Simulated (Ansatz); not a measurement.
A calculation with Ansatz 0.2.0 of LiSb3 (native input, structure typed inline):

File input.yaml:

```yaml
crystal:
  lattice:
    - [4.681021, 0.0, 0.0]
    - [0.0, 4.681021, 0.0]
    - [0.0, 0.0, 4.681021]
  atoms:
    - { symbol: Sb, position: [0.5, 0.5, 0.0] }
    - { symbol: Sb, position: [0.0, 0.5, 0.5] }
    - { symbol: Sb, position: [0.5, 0.0, 0.5] }
    - { symbol: Li, position: [0.0, 0.0, 0.0] }
hamiltonian:
  xc: lda
  pseudopotentials: { kind: nc, source: spms, xc_functional: pbe }
kpoints:
  mp_grid: { grid: [6, 6, 6] }
scf:
  occupations: { method: methfessel_paxton, width: 0.1 }
output:
  forces: true
  stress: true
  eigenvalues: true
```

Potentials or basis: SPMS NC.

Run with:

```sh
$ ansatz run input.yaml --threads 2 --pin off --max-ram 5120MiB --backend cpu --events-out ev --progress --plain --runs-dir out
```

The cell comes from a database or a generator and needn't be the stable form of this composition.

Write the same calculation in another form: ASE script, Cartesian positions.

As run:

The input run.py:

```python
import json

import ase.io
import numpy as np
from ase.calculators.calculator import CalculationFailed, Calculator
from ase.stress import full_3x3_to_voigt_6_stress
from ase.units import GPa

import ansatz as az

class AnsatzCalculator(Calculator):
    implemented_properties = ["energy", "free_energy", "forces", "stress", "magmom"]

    def calculate(self, atoms, properties, system_changes):
        super().calculate(atoms, properties, system_changes)
        structure = atoms.copy()
        structure.set_constraint()
        structure.set_momenta(None)
        structure.set_masses(None)
        outcome = (
            az.Crystal.from_ase(structure)
            .calculation()
            .basis(xc_grid=2)
            .kpoints(6, 6, 6)
            .functional("lda")
            .pseudopotentials(kind="nc", source="spms", xc_functional="pbe")
            .scf(tolerance=2e-10)
            .occupations(method="methfessel_paxton", width=0.1)
            .forces()
            .stress()
            .run(threads=2)
        )
        if not outcome.report["converged"]:
            raise CalculationFailed("SCF not converged")
        report = outcome.report
        self.results = {
            "free_energy": report["lagrangian_ev"],
            "energy": report["lagrangian_ev"],
            "forces": np.array(report["forces_ev_ang"]),
            "stress": -GPa * full_3x3_to_voigt_6_stress(report["stress_gpa"]),
            "magmom": report["magnetization_mub"],
        }

np.set_printoptions(precision=5, suppress=True, linewidth=110)
atoms = ase.io.read("LiSb3.xyz")
atoms.calc = AnsatzCalculator()
print(f"free energy {atoms.get_potential_energy():.6f} eV")
print("forces (eV/A)", atoms.get_forces(), sep="\n")
print("stress (GPa, Voigt, tension positive)", atoms.get_stress() / GPa, sep="\n")
print(f"moment {atoms.get_magnetic_moment():.4f} muB")
```

File LiSb3.xyz:

```xyz
4
Lattice="4.6810210000 0.0000000000 0.0000000000 0.0000000000 4.6810210000 0.0000000000 0.0000000000 0.0000000000 4.6810210000" Properties=species:S:1:pos:R:3 pbc="T T T"
Sb     2.3405105000      2.3405105000      0.0000000000
Sb     0.0000000000      2.3405105000      2.3405105000
Sb     2.3405105000      0.0000000000      2.3405105000
Li     0.0000000000      0.0000000000      0.0000000000
```

Potentials or basis: SPMS NC.

The run is started by

```bash
$ python run.py
```

Both were run:

|  | native input, structure typed inline | ASE script, Cartesian positions |
| --- | --- | --- |
| Pressure | -3.1 GPa | -3.1 GPa |

Keys that steer only the numerical path or the files written may differ.
